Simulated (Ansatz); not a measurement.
# H6N3Yb (Yb(NH2)3): the cost of one run

Computed with Ansatz 0.2.0. Level: DFT PBE, plane waves, PAW, molecule in a box with 9 Å of vacuum.

5 further runs of the same task are left out: 2 for a known fault of the program, 3 that didn't finish.

### 1 The starting structure

10 atoms, charge 0, spin multiplicity 1.

Bond lengths: Yb1–N2 2.139 Å, Yb1–N5 2.141 Å, Yb1–N8 2.140 Å, N2–H3 1.031 Å, N2–H4 1.031 Å, N5–H6 1.031 Å, N5–H7 1.031 Å, N8–H9 1.031 Å, N8–H10 1.031 Å. Angles: N2–Yb1–N5 120.4°, N2–Yb1–N8 119.5°, N5–Yb1–N8 120.1°, Yb1–N2–H3 128.3°, Yb1–N2–H4 126.6°, H3–N2–H4 105.1°, Yb1–N5–H6 127.2°, Yb1–N5–H7 127.8°, H6–N5–H7 105.0°, Yb1–N8–H9 127.6°, Yb1–N8–H10 127.4°, H9–N8–H10 105.0°.

Coordinates:

```xyz
10

Yb   -0.00390    0.01047   -0.03758
N     2.12623    0.00396   -0.23541
H     2.76964    0.80916   -0.24230
H     2.73247   -0.82494   -0.32348
N    -1.06335    1.85388    0.21627
H    -2.07758    1.97579    0.35641
H    -0.67454    2.80818    0.24165
N    -1.06382   -1.84828   -0.00319
H    -2.07803   -1.99211    0.11117
H    -0.66712   -2.79610   -0.08354
```

Formal oxidation states: Yb +3. Each metal's 13 4f electrons lie in its core potential, so multiplicities, spins and levels count the valence alone. In the runs below they are in the valence, and the state is a doublet. An earlier session relaxed this geometry at BP86, Yb lcecp-1-SVP with ECP59, N def2-SVP, H def2-SVP (singlet, point group Cs).

### 2 Scalar-relativistic

input.yaml

```yaml
crystal:
  lattice:
    - [13.85, 0.0, 0.0]
    - [0.0, 14.6, 0.0]
    - [0.0, 0.0, 9.68]
  atoms:
    - { symbol: Yb, position: [0.4746657, 0.50044932, 0.49441116], spin: 1.0 }
    - { symbol: "N", position: [0.62846643, 0.50000411, 0.47397314] }
    - { symbol: H, position: [0.6749213, 0.55515479, 0.4732624] }
    - { symbol: H, position: [0.67223755, 0.44323014, 0.46487603] }
    - { symbol: "N", position: [0.39817184, 0.62671096, 0.52063533] }
    - { symbol: H, position: [0.32494224, 0.63506096, 0.53511157] }
    - { symbol: H, position: [0.42624477, 0.69207397, 0.52325723] }
    - { symbol: "N", position: [0.39813718, 0.37313836, 0.49796281] }
    - { symbol: H, position: [0.32490975, 0.3632863, 0.50977789] }
    - { symbol: H, position: [0.42678051, 0.30821918, 0.48966322] }
basis:
  ecutwfc: 420
  ecutrho_ratio: 4
kpoints:
  mp_grid: { grid: [1, 1, 1] }
hamiltonian:
  xc: pbe
scf:
  occupations: { method: gaussian, width: 0.01 }
output:
  forces: true
  eigenvalues: true
  populations: true
  hubbard: { sites: [{ species: Yb, l: f }] }
magnetization:
  spin_polarized: true
```

On the command line:

```sh
$ ansatz run input.yaml --threads 2 --pin off --max-ram 5120MiB --backend cpu --events-out ev --progress --plain --runs-dir out
```

What time and memory should one allow on 2 threads of Arm Neoverse V1, shared host?

About 1.7 min, with a peak of 1.5 GiB.
